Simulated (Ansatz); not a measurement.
# CdHgS2: the cost of one run

Method: reference: DFT, HSE06, plane waves, PAW, in Ansatz 0.2.0.

6 further runs of the same task are left out: 1 for a known fault of the program, 5 that didn't finish.

## 1. The starting structure

Symmetry: P-4m2, No. 115, tetragonal system. Conventional cell: a = 4.181 Å, b = 4.181 Å, c = 5.884 Å, α = 90.00°, β = 90.00°, γ = 90.00°. Cd (site symmetry -4m2) has 4 S at 2.54 Å as nearest neighbours. S (site symmetry 2mm) is surrounded by 2 Cd at 2.54 Å and 2 Hg at 2.57 Å. Hg (site symmetry -4m2) is surrounded by 4 S at 2.57 Å.

As a file:

```cif
data_structure
_symmetry_space_group_name_H-M 'P-4m2'
_symmetry_Int_Tables_number 115
_cell_length_a 4.1809
_cell_length_b 4.1809
_cell_length_c 5.8843
_cell_angle_alpha 90.000
_cell_angle_beta 90.000
_cell_angle_gamma 90.000
_cell_volume 102.85
loop_
_atom_site_label
_atom_site_type_symbol
_atom_site_symmetry_multiplicity
_atom_site_Wyckoff_symbol
_atom_site_fract_x
_atom_site_fract_y
_atom_site_fract_z
_atom_site_occupancy
Cd1 Cd 1 a 0.00000 0.00000 0.00000 1
S1 S 2 g 0.00000 0.50000 0.24656 1
Hg1 Hg 1 c 0.50000 0.50000 0.50000 1
```

## 2. The reference run

Input file input.yaml:

```yaml
crystal:
  lattice:
    - [4.1808544799, 0.0, 0.0]
    - [0.0, 4.1808544799, 0.0]
    - [0.0, 0.0, 5.8842973378]
  atoms:
    - { symbol: Cd, position: [0.0, 0.0, 0.0] }
    - { symbol: S, position: [0.0, 0.5, 0.2465594816] }
    - { symbol: Hg, position: [0.5, 0.5, 0.5] }
    - { symbol: S, position: [0.5, 0.0, 0.7534405184] }
kpoints:
  mp_grid: { grid: [4, 4, 2] }
hamiltonian:
  xc: hse06
scf:
  occupations: { method: fixed }
  n_extra_bands: 5
output:
  forces: true
  stress: true
  eigenvalues: true
```

Started as:

```sh
> ansatz run input.yaml --threads 4 --pin off --max-ram 3686MiB --backend cpu --events-out ev --progress --plain --runs-dir out
```

What time and memory should one allow on 4 threads of an Arm CPU, shared host?

About 15 s, with a peak of 1.3 GiB.
